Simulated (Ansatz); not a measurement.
# C₉H₁₈O: small, medium and large basis sets

One table from this session's results is given with a row withheld; the runs are named, their logs left out.

Computed with Ansatz 0.2.0, Gaussian basis. Level: one geometry, several basis sets.

The runs, in order: PBE0-D4/def2-SVP; ωB97M-V/def2-SVP; PBE0-D4/def2-QZVPP; ωB97M-V/def2-QZVPP; the functionals' def2-TZVPP values are taken from earlier runs.

**The relaxed structure**

An earlier PBE0-D4 in a triple-zeta def2 set relaxation fixed the geometry.

SMILES `CC(C)CC(=O)CC(C)C`, 28 atoms, charge 0, spin multiplicity 1.

Atoms are counted from 1 here; the program's logs count them from 0.

Bond lengths: C1–C2 1.522 Å, C1–H11 1.093 Å, C1–H12 1.095 Å, C1–H13 1.091 Å, C2–C3 1.521 Å, C2–C4 1.521 Å, C2–H14 1.095 Å, C3–H15 1.093 Å, C3–H16 1.093 Å, C3–H17 1.095 Å, C4–C5 1.513 Å, C4–H18 1.099 Å, C4–H19 1.097 Å, C5–O6 1.208 Å, C5–C7 1.509 Å, C7–C8 1.532 Å, C7–H20 1.097 Å, C7–H21 1.093 Å and more. Angles: C2–C1–H11 110.9°, C2–C1–H12 110.7°, C2–C1–H13 111.4°, H11–C1–H12 107.5°, H11–C1–H13 107.8°, H12–C1–H13 108.4°, C1–C2–C3 111.0°, C1–C2–C4 111.1°, C1–C2–H14 108.0°, C3–C2–C4 110.5°, C3–C2–H14 108.9°, C4–C2–H14 107.2°, C2–C3–H15 111.0°, C2–C3–H16 111.6°, C2–C3–H17 111.0°, H15–C3–H16 107.8°, H15–C3–H17 107.5°, H16–C3–H17 107.7° and more.

Coordinates:

```mol
C9H18O
  3D, bonds by distance, orders not assigned

 28 27  0  0  0  0  0  0  0  0999 V2000
   -1.4718   -2.6354   -1.2256 C   0  0
   -1.7968   -1.5960   -0.1626 C   0  0
   -2.3320   -2.2546    1.0998 C   0  0
   -0.5802   -0.7408    0.1574 C   0  0
   -0.1490    0.1905   -0.9541 C   0  0
   -0.8870    0.4761   -1.8663 O   0  0
    1.2435    0.7648   -0.8590 C   0  0
    1.5083    1.5658    0.4195 C   0  0
    0.5535    2.7452    0.5334 C   0  0
    2.9561    2.0305    0.4548 C   0  0
   -2.3530   -3.2346   -1.4672 H   0  0
   -0.6936   -3.3204   -0.8718 H   0  0
   -1.1246   -2.1659   -2.1474 H   0  0
   -2.5647   -0.9281   -0.5663 H   0  0
   -3.2183   -2.8558    0.8827 H   0  0
   -2.6070   -1.5127    1.8545 H   0  0
   -1.5835   -2.9195    1.5434 H   0  0
   -0.7871   -0.1032    1.0278 H   0  0
    0.2708   -1.3659    0.4558 H   0  0
    1.9537   -0.0697   -0.9118 H   0  0
    1.4013    1.3966   -1.7372 H   0  0
    1.3464    0.9042    1.2792 H   0  0
   -0.4928    2.4291    0.5324 H   0  0
    0.6871    3.4300   -0.3093 H   0  0
    0.7332    3.3064    1.4535 H   0  0
    3.1716    2.6875   -0.3933 H   0  0
    3.6488    1.1864    0.4078 H   0  0
    3.1671    2.5895    1.3699 H   0  0
  1  2  8  0
  2  3  8  0
  2  4  8  0
  4  5  8  0
  5  6  8  0
  5  7  8  0
  7  8  8  0
  8  9  8  0
  8 10  8  0
  1 11  8  0
  1 12  8  0
  1 13  8  0
  2 14  8  0
  3 15  8  0
  3 16  8  0
  3 17  8  0
  4 18  8  0
  4 19  8  0
  7 20  8  0
  7 21  8  0
  8 22  8  0
  9 23  8  0
  9 24  8  0
  9 25  8  0
 10 26  8  0
 10 27  8  0
 10 28  8  0
M  END
```

Set-up of the first run:

in.yaml

```yaml
crystal:
  periodic: [false, false, false]
  atoms:
    - {symbol: C, position_ang: [-1.471809, -2.635447, -1.225602]}
    - {symbol: C, position_ang: [-1.796761, -1.596021, -0.162605]}
    - {symbol: C, position_ang: [-2.331954, -2.254588, 1.099778]}
    - {symbol: C, position_ang: [-0.580239, -0.740815, 0.157373]}
    - {symbol: C, position_ang: [-0.149013, 0.190528, -0.954109]}
    - {symbol: O, position_ang: [-0.886999, 0.476132, -1.866334]}
    - {symbol: C, position_ang: [1.243543, 0.764823, -0.859012]}
    - {symbol: C, position_ang: [1.508301, 1.565777, 0.419525]}
    - {symbol: C, position_ang: [0.553474, 2.745180, 0.533419]}
    - {symbol: C, position_ang: [2.956084, 2.030503, 0.454822]}
    - {symbol: H, position_ang: [-2.353019, -3.234650, -1.467226]}
    - {symbol: H, position_ang: [-0.693575, -3.320412, -0.871800]}
    - {symbol: H, position_ang: [-1.124627, -2.165890, -2.147354]}
    - {symbol: H, position_ang: [-2.564652, -0.928057, -0.566260]}
    - {symbol: H, position_ang: [-3.218271, -2.855772, 0.882658]}
    - {symbol: H, position_ang: [-2.606998, -1.512732, 1.854461]}
    - {symbol: H, position_ang: [-1.583486, -2.919491, 1.543381]}
    - {symbol: H, position_ang: [-0.787107, -0.103213, 1.027812]}
    - {symbol: H, position_ang: [0.270778, -1.365875, 0.455795]}
    - {symbol: H, position_ang: [1.953741, -0.069662, -0.911787]}
    - {symbol: H, position_ang: [1.401281, 1.396633, -1.737209]}
    - {symbol: H, position_ang: [1.346351, 0.904183, 1.279184]}
    - {symbol: H, position_ang: [-0.492787, 2.429050, 0.532450]}
    - {symbol: H, position_ang: [0.687081, 3.430035, -0.309251]}
    - {symbol: H, position_ang: [0.733215, 3.306375, 1.453470]}
    - {symbol: H, position_ang: [3.171637, 2.687486, -0.393281]}
    - {symbol: H, position_ang: [3.648774, 1.186406, 0.407829]}
    - {symbol: H, position_ang: [3.167056, 2.589508, 1.369862]}
basis:
  gaussian: {orbitals: def2-SVP}
hamiltonian: {xc: pbe0, dispersion: d4}
output: {orbitals: {seedname: orbitals}}
```

Command:

```sh
$ ansatz run in.yaml --threads 4 --pin off --events-out ev --progress --plain --max-ram 66560MiB --backend cpu
```

Steps of the session up to this table: PBE0-D4 in def2-SVP; ωB97M-V in def2-SVP; PBE0-D4 in def2-QZVPP; ωB97M-V in def2-QZVPP.

One of the session's tables, all rows but one given; the rest of the session is left out.

It belongs to the step «Density functionals: the series». 

| functional | basis | HOMO (eV) | LUMO (eV) |
| --- | --- | --- | --- |
| PBE0-D4 | def2-SVP | -6.91 | -0.17 |
| PBE0-D4 | def2-TZVPP | -7.00 | -0.33 |
| PBE0-D4 | def2-QZVPP | ? | ? |
| ωB97M-V | def2-SVP | -9.31 | 2.11 |
| ωB97M-V | def2-TZVPP | -9.41 | 1.87 |
| ωB97M-V | def2-QZVPP | -9.43 | 1.60 |

**Question.** Estimate the row for PBE0-D4, def2-QZVPP.

As computed: HOMO (eV): -7.03; LUMO (eV): -0.39. In the column «HOMO (eV)» it lies between ωB97M-V, def2-SVP (-9.31) and PBE0-D4, def2-TZVPP (-7.00).
